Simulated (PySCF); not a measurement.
# [BiH4]−: other functionals and bases at one geometry

How far do other levels of theory move the description of [BiH4]−, and what does each cost? It is a constructed species; whether it can be made isn't addressed.

Computed with PySCF 2.14.0. Level: several levels, as the steps say, no spin–orbit coupling.

### Step 1. The system as given

5 atoms, charge -1, spin multiplicity 1.

Bond lengths: Bi1–H2 1.805 Å, Bi1–H3 2.130 Å, Bi1–H4 2.130 Å, Bi1–H5 1.805 Å. Angles: H2–Bi1–H3 84.2°, H2–Bi1–H4 84.2°, H2–Bi1–H5 95.1°, H3–Bi1–H4 162.7°, H3–Bi1–H5 84.2°, H4–Bi1–H5 84.2°.

Geometry (Å):

| atom | x (Å) | y (Å) | z (Å) |
| --- | --- | --- | --- |
| Bi1 | -0.02962 | -0.53275 | -0.00327 |
| H2 | 0.97213 | 0.60253 | 0.97875 |
| H3 | -1.50378 | -0.18349 | 1.49355 |
| H4 | 1.47874 | -0.24301 | -1.47913 |
| H5 | -0.90425 | 0.76256 | -0.90565 |

Formal oxidation states: Bi +3. An earlier session relaxed this geometry at PBE0, Bi def2-SVP with ECP60, H def2-SVP (singlet, point group C2v).

At PBE0 on the finer grid: E = -216.938862 Eh, HOMO 0.56 eV, LUMO 5.10 eV, Mulliken charge on Bi1 +0.19 e, largest force component 0.003 eV/Å. The highest filled level lies above zero; it isn't the detachment energy.

Levels to run: BP86; B3LYP; PBE0, TZVP. Hardware: 2 threads of Arm Neoverse V2, shared host.

### Step 2. BP86

Contents of run.py (the lines that set the calculation):

```python
mol = gto.M(atom='''
Bi    -0.02962    -0.53275    -0.00327
H      0.97213     0.60253     0.97875
H     -1.50378    -0.18349     1.49355
H      1.47874    -0.24301    -1.47913
H     -0.90425     0.76256    -0.90565''',
    basis={'Bi': 'def2-SVP', 'H': 'def2-SVP'},
    ecp={'Bi': 'def2-SVP'},
    charge=-1, spin=0)
mf = dft.RKS(mol, xc='B88,P86')
mf.grids.atom_grid = (75, 302)
mf = mf.density_fit()  # fitting sets: Bi def2-universal-JKFIT, H def2-universal-JKFIT
mf.conv_tol = 1e-08; mf.max_cycle = 55
mf.kernel(dm0)  # dm0: the density of the relaxed state
```

The run is started by

```sh
$ OMP_NUM_THREADS=2 python run.py
```

### Step 3. B3LYP

run.py (the lines that set the calculation): that of step 2 with these lines changed.

```diff
@@ -9,3 +9,3 @@
     charge=-1, spin=0)
-mf = dft.RKS(mol, xc='B88,P86')
+mf = dft.RKS(mol, xc='B3LYP')
 mf.grids.atom_grid = (75, 302)
```

### Step 4. PBE0, TZVP

Basis: Bi def2-TZVP with ECP60, H def2-TZVP. 

Contents of run.py (the lines that set the calculation):

```python
mol = gto.M(atom='''
Bi    -0.02962    -0.53275    -0.00327
H      0.97213     0.60253     0.97875
H     -1.50378    -0.18349     1.49355
H      1.47874    -0.24301    -1.47913
H     -0.90425     0.76256    -0.90565''',
    basis={'Bi': 'def2-TZVP', 'H': 'def2-TZVP'},
    ecp={'Bi': 'def2-TZVP'},
    charge=-1, spin=0)
mf = dft.RKS(mol, xc='PBE0')
mf.grids.atom_grid = (75, 302)
mf = mf.density_fit()  # fitting sets: Bi def2-universal-JKFIT, H def2-universal-JKFIT
mf.conv_tol = 1e-08; mf.max_cycle = 55
mf.kernel(dm0)  # dm0: free metal ions and neutral atoms
```

What does the calculation give? Wanted: for each run, HOMO; gap; charge on Bi1; dipole; largest force.

As calculated:

| level | state | HOMO (eV) | gap (eV) | charge on Bi1 (e) | dipole (D) | largest force (eV/Å) | basis functions | time |
| --- | --- | --- | --- | --- | --- | --- | --- | --- |
| PBE0 (relaxed here) | singlet | 0.56 | 4.54 | 0.19 | 2.48 | 0.00 | 46 | 1.6 s |
| BP86 | singlet | 1.43 | 2.85 | 0.16 | 2.43 | 0.41 | 46 | 0.9 s |
| B3LYP | singlet | 0.75 | 4.15 | 0.27 | 2.57 | 0.18 | 46 | 0.8 s |
| PBE0, TZVP | singlet | 0.20 | 4.40 | 0.12 | 2.62 | 0.22 | 74 | 2.4 s |

Times are on 2 threads of Arm Neoverse V2, shared host; the first row also made further properties. The dipole of a charged species depends on the origin, so these sizes hold for this origin alone.

In one basis the HOMO–LUMO gap runs from 2.85 eV (BP86) to 4.54 eV (PBE0); the widest gap comes with exact exchange. The largest leftover force, 0.41 eV/Å with BP86, stands at a geometry relaxed at another level. The Mulliken charge on Bi spans +0.12 to +0.27 e over the levels. Total energies of different levels can't be compared. Spin–orbit coupling is left out throughout.
